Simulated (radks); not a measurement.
# Ionisation of K⁺: one atom, several choices of relativity

An exercise on one series of results from a longer session: the logs are not shown, and one member is left open.

The numbers are computed with radks (a radial shooting solver on a logarithmic mesh, Libxc functionals) version 1 (Kohn-Sham, PBE, spin-unpolarised, spherical densities), except any that are marked as measured or tabulated.

## The atom as given

```
element       : potassium (Z = 19)
charge        : +1
electrons     : 18
configuration : [Ar]
ion           : K²⁺, [Ne] 3s2 3p5
choices       : non-relativistic; scalar-relativistic; Dirac, 2j+1 shares; Dirac, low j first; scalar-relativistic, finite nucleus; Dirac, 2j+1 shares, finite nucleus; Dirac, c × 5; Dirac, c × 2; Dirac, c × 10
```

The first run:

Settings of this run:

```text
Z 19
configuration [Ar] 4s0 3d0
relativity non-relativistic
functional pbe,pbe
spin unpolarised
nucleus point
```

Among the steps run: non-relativistic: K⁺.

One of the session's tables, all rows but one given; the rest of the session is left out.

It belongs to the step «non-relativistic: K⁺». Radial moments (bohr):

```
level      <r>  outermost maximum (interpolated)  90 % within  nodes
   1s  0.08155                            0.0535        0.145      0
   2s   0.3900                             0.320        0.608      1
   2p   0.3513                             0.263        0.580      0
   3s    1.273                              1.08         1.92      2
   3p        ?                                 ?            ?      ?
```

Q: Estimate the row for 3p from the others.

As computed: <r>: 1.427; outermost maximum (interpolated): 1.16; 90 % within: 2.22; nodes: 1. In the column «<r>» it is the highest.

To keep in mind: Spin polarisation and multiplet splitting of open shells are left out at every level.
